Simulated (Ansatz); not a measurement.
**CH₃BBrFO: one species, many methods**

One table from this session's results is given with a row withheld; the runs are named, their logs left out.

Method: functionals in def2-TZVPP, the program's frozen cores in correlated methods; program: Ansatz 0.2.0, Gaussian basis.

Levels to be run: LDA (SPW92), PBE-D4, revPBE-D4, BLYP-D4, r2SCAN-D4, B97M-V, PBE0-D4, B3LYP-D4, r2SCANh-D4, r2SCAN0-D4, HSE06-D4, BHLYP-D4, CAM-B3LYP-D4, LC-ωPBE, ωB97X-V, ωB97M-V, B2PLYP, PBE-QIDH; CCSD(T)/def2-SVP; CCSD(T)/def2-TZVPP; MP2/def2-QZVPP; extrapolation to the limit; RPA on PBE.

## Structure used throughout

An earlier PBE0-D4 in a triple-zeta def2 set relaxation fixed the geometry.

SMILES `COB(F)Br`, 8 atoms, charge 0, spin multiplicity 1.

Atoms are counted from 1 here; the program's logs count them from 0.

Bond lengths: C1–O2 1.414 Å, C1–H6 1.090 Å, C1–H7 1.091 Å, C1–H8 1.091 Å, O2–B3 1.330 Å, B3–F4 1.318 Å, B3–Br5 1.931 Å. Angles: O2–C1–H6 108.1°, O2–C1–H7 108.6°, O2–C1–H8 111.6°, H6–C1–H7 109.2°, H6–C1–H8 109.8°, H7–C1–H8 109.6°, C1–O2–B3 126.9°, O2–B3–F4 118.6°, O2–B3–Br5 124.2°, F4–B3–Br5 117.2°.

Set-up of the first run:

Contents of in.yaml:

```yaml
crystal:
  periodic: [false, false, false]
  atoms:
    - {symbol: C, position_ang: [-0.908005, -0.549786, -0.367364]}
    - {symbol: O, position_ang: [0.287188, -0.586957, 0.387822]}
    - {symbol: B, position_ang: [1.161314, 0.402846, 0.547718]}
    - {symbol: F, position_ang: [2.224690, 0.189634, 1.297409]}
    - {symbol: Br, position_ang: [0.980392, 2.151613, -0.251980]}
    - {symbol: H, position_ang: [-0.908093, -1.405657, -1.042606]}
    - {symbol: H, position_ang: [-1.754587, -0.632568, 0.315553]}
    - {symbol: H, position_ang: [-0.990702, 0.373777, -0.942352]}
basis:
  gaussian: {orbitals: def2-TZVPP}
hamiltonian: {xc: lda}
output: {orbitals: {seedname: orbitals}}
```

Steps of the session up to this table: LDA; PBE-D4 (GGA); revPBE-D4 (GGA); BLYP-D4 (GGA); r2SCAN-D4 (meta-GGA); B97M-V (meta-GGA); PBE0-D4 (hybrid); B3LYP-D4 (hybrid); r2SCANh-D4 (hybrid); r2SCAN0-D4 (hybrid); HSE06-D4 (hybrid); BHLYP-D4 (hybrid); CAM-B3LYP-D4 (range-separated); LC-ωPBE-D4 (range-separated; the results give it without D4); ωB97X-V (range-separated); ωB97M-V (range-separated); B2PLYP (double hybrid); PBE-QIDH (double hybrid).

One table of the session follows, with a row left open; its other results are not shown here.

It belongs to the step «Frontier levels by functional». 

```
  functional  HOMO (eV)  gap (eV)
 LDA (SPW92)      -7.49      6.54
      PBE-D4      -7.30      6.66
   revPBE-D4      -7.24      6.71
     BLYP-D4      -7.13      6.62
   r2SCAN-D4      -7.65      7.40
      B97M-V      -7.73      7.56
     PBE0-D4      -8.67      9.03
    B3LYP-D4          ?         ?
  r2SCANh-D4      -8.15      8.24
  r2SCAN0-D4      -8.90      9.50
    HSE06-D4      -8.27      8.24
    BHLYP-D4      -9.85     11.22
CAM-B3LYP-D4     -10.02     11.50
     LC-ωPBE     -11.45     14.16
     ωB97X-V     -11.07     13.66
     ωB97M-V     -10.93     13.06
```

Q: Estimate the row for B3LYP-D4 from the others.

Worked estimate for «HOMO (eV)». Against the share of exact exchange, BLYP-D4 (0, -7.13), BHLYP-D4 (0.5, -9.85) give a slope of -5.44 per unit share; at 0.2 the line stands at -8.22.

As computed: HOMO (eV): -8.38; gap (eV): 8.50. In «HOMO (eV)» the line misses by +0.16.
